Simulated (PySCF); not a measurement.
# How the numerical set-up moves the result for PBr (triplet)

The method stays; parts of the set-up, such as the basis or the Hamiltonian, are changed.

Computed with PySCF 2.14.0. Level: each script names its method and basis.

2 further runs of the same task are left out: 2 that didn't finish.

**1. The system as given**

PBr (triplet): 2 atoms, charge 0, spin multiplicity 3.

Bond lengths: P1–Br2 2.180 Å.

**2. Base script**

input.py

```python
from pyscf import gto, scf, mp

mol = gto.M(
    atom='P 0 0 0; Br 0 0 2.18',
    basis='x2c-svpall',
    charge=0,
    spin=2,
    verbose=3,
)
mf = scf.UHF(mol)
mf = mf.sfx2c1e()
mf.kernel()
mp.MP2(mf, frozen=14).kernel()
mf.dip_moment()
print('orbital energies (hartree):', [e[max(0, n-3):n+3].round(4) for e, n in zip(mf.mo_energy, mol.nelec)])
```

On the command line:

```sh
OMP_NUM_THREADS=1 python input.py
```

Its log is not repeated here.

Base result: E(SCF) = -2945.424179 Eh, E(MP2) − E(SCF) = -0.30698 Eh, ⟨S²⟩ = 2.022, μ = 0.96 D (of the SCF density).

The bond length is a typed value, not an optimised one. The triplet is typed in the script; nothing here shows that it is the ground state.

**3. Spin-free X2C off**

Variant 1 changes spin-free X2C: on → off.

Edit input.py of step 2 so:

```diff
@@ -10,3 +10,2 @@
 mf = scf.UHF(mol)
-mf = mf.sfx2c1e()
 mf.kernel()
```

On the command line:

```sh
OMP_NUM_THREADS=1 python input.py
```

Standard output:

```text
WARN: HOMO -0.137427138585924 >= LUMO -0.137427138585928

converged SCF energy = -2898.18953730188  <S^2> = 2.0233637  2S+1 = 3.0155356
E(UMP2) = -2898.49598979553  E_corr = -0.306452493648975
E(SCS-UMP2) = -2898.47492551365  E_corr = -0.2853882117676
Dipole moment(X, Y, Z, Debye):  0.00000, -0.00000, -1.09790
orbital energies (hartree): [array([-0.4854, -0.3654, -0.3654,  0.0997,  0.3554,  0.5388]), array([-0.4507, -0.4408, -0.4408,  0.0445,  0.0445,  0.1359])]
```

It took 1.9 s on 1 thread of Arm Neoverse N1, shared host.

The spin-free X2C (off) was meant as a poor choice, so the numbers below may not describe PBr (triplet) as the base run means it. This run: E(SCF) = -2898.189537 Eh, E(MP2) − E(SCF) = -0.30645 Eh, ⟨S²⟩ = 2.023, μ = 1.10 D (of the SCF density).

**4. 3-21g (X2C off)**

Variant 2 changes basis set: x2c-svpall → 3-21g; spin-free X2C: on → off.

Edit input.py of step 2 so:

```diff
@@ -4,3 +4,3 @@
     atom='P 0 0 0; Br 0 0 2.18',
-    basis='x2c-svpall',
+    basis='3-21g',
     charge=0,
@@ -10,3 +10,2 @@
 mf = scf.UHF(mol)
-mf = mf.sfx2c1e()
 mf.kernel()
```

On the command line:

```sh
OMP_NUM_THREADS=1 python input.py
```

Standard output:

```text
WARN: HOMO -0.160146602388611 >= LUMO -0.160146602388621

converged SCF energy = -2899.04108101842  <S^2> = 2.0112151  2S+1 = 3.0074675
E(UMP2) = -2899.10425465853  E_corr = -0.0631736401160882
E(SCS-UMP2) = -2899.10400265564  E_corr = -0.0629216372194131
Dipole moment(X, Y, Z, Debye): -0.00000,  0.00000, -1.25016
orbital energies (hartree): [array([-0.4659, -0.367 , -0.367 ,  0.079 ,  0.5193,  0.58  ]), array([-0.4334, -0.4334, -0.4333,  0.0299,  0.0299,  0.1204])]
```

Run time: 1.2 s. Hardware: 1 thread of Arm Neoverse N1, shared host.

Outcome: E(SCF) = -2899.041081 Eh, E(MP2) − E(SCF) = -0.06317 Eh, ⟨S²⟩ = 2.011, μ = 1.25 D (of the SCF density).

**5. Minao (X2C off)**

Variant 3 changes basis set: x2c-svpall → minao; spin-free X2C: on → off.

Edit input.py of step 2 so:

```diff
@@ -4,3 +4,3 @@
     atom='P 0 0 0; Br 0 0 2.18',
-    basis='x2c-svpall',
+    basis='minao',
     charge=0,
@@ -10,3 +10,2 @@
 mf = scf.UHF(mol)
-mf = mf.sfx2c1e()
 mf.kernel()
```

On the command line:

```sh
OMP_NUM_THREADS=1 python input.py
```

Standard output:

```text
WARN: HOMO -0.140038752675846 >= LUMO -0.140038752675907

converged SCF energy = -2913.13878276248  <S^2> = 2.0096677  2S+1 = 3.0064383
E(UMP2) = -2913.15502877888  E_corr = -0.0162460164043553
E(SCS-UMP2) = -2913.15599549458  E_corr = -0.0172127321020322
Dipole moment(X, Y, Z, Debye): -0.00000,  0.00000, -1.27521
orbital energies (hartree): [array([-0.4763, -0.3828, -0.3828,  0.0868]), array([-0.4508, -0.4508, -0.4464,  0.0241,  0.0241,  0.1297])]
```

It took 2 s on 1 thread of Arm Neoverse N1, shared host.

Outcome: E(SCF) = -2913.138783 Eh, E(MP2) − E(SCF) = -0.01625 Eh, ⟨S²⟩ = 2.010, μ = 1.28 D (of the SCF density).

**6. Cartesian functions on**

Variant 4 changes Cartesian functions: off → on.

Edit input.py of step 2 so:

```diff
@@ -7,2 +7,3 @@
     spin=2,
+    cart=True,
     verbose=3,
```

On the command line:

```sh
OMP_NUM_THREADS=1 python input.py
```

Standard output:

```text
WARN: HOMO -0.13996891260716 >= LUMO -0.139968912615762

converged SCF energy = -2945.43403343538  <S^2> = 2.0225814  2S+1 = 3.0150167
E(UMP2) = -2945.74814940796  E_corr = -0.314115972581449
E(SCS-UMP2) = -2945.72611059365  E_corr = -0.292077158270393
Dipole moment(X, Y, Z, Debye): -0.00000,  0.00000, -0.95544
orbital energies (hartree): [array([-0.4797, -0.3617, -0.3617,  0.0978,  0.3138,  0.4301]), array([-0.4458, -0.4339, -0.4339,  0.048 ,  0.048 ,  0.1335])]
```

Wall time 2 s (1 thread of Arm Neoverse N1, shared host); peak memory 0.13 GiB.

Result: E(SCF) = -2945.434033 Eh (-0.2682 eV from the base), E(MP2) − E(SCF) = -0.31412 Eh, ⟨S²⟩ = 2.023, μ = 0.96 D (of the SCF density).

**7. Comparison**

| run | E(SCF) (hartree) | from base (eV) | gap, α spin (eV) | SCF dipole (D) | functions | after the SCF |
| --- | --- | --- | --- | --- | --- | --- |
| base | -2945.424179 | 0 | 12.53 | 0.96 | 50 | MP2 correlation -8.353 eV, core frozen |
| spin-free X2C off (poor choice) | -2898.189537 | not comparable | 12.66 | 1.10 | 50 | MP2 correlation -8.339 eV, core frozen |
| 3-21g (X2C off) | -2899.041081 | not comparable | 12.14 | 1.25 | 35 | MP2 correlation -1.719 eV, core frozen |
| minao (X2C off) | -2913.138783 | not comparable | 12.78 | 1.28 | 27 | MP2 correlation -0.442 eV, core frozen |
| Cartesian functions on | -2945.434033 | -0.2682 | 12.50 | 0.96 | n/a | MP2 correlation -8.548 eV, core frozen |

Wall time on 1 thread of Arm Neoverse N1, shared host, start-up included: base 2.1 s; spin-free X2C off (poor choice) 1.9 s; 3-21g (X2C off) 1.2 s; minao (X2C off) 2 s; Cartesian functions on 2 s.

Rows marked «poor choice» come from settings spoiled on purpose.
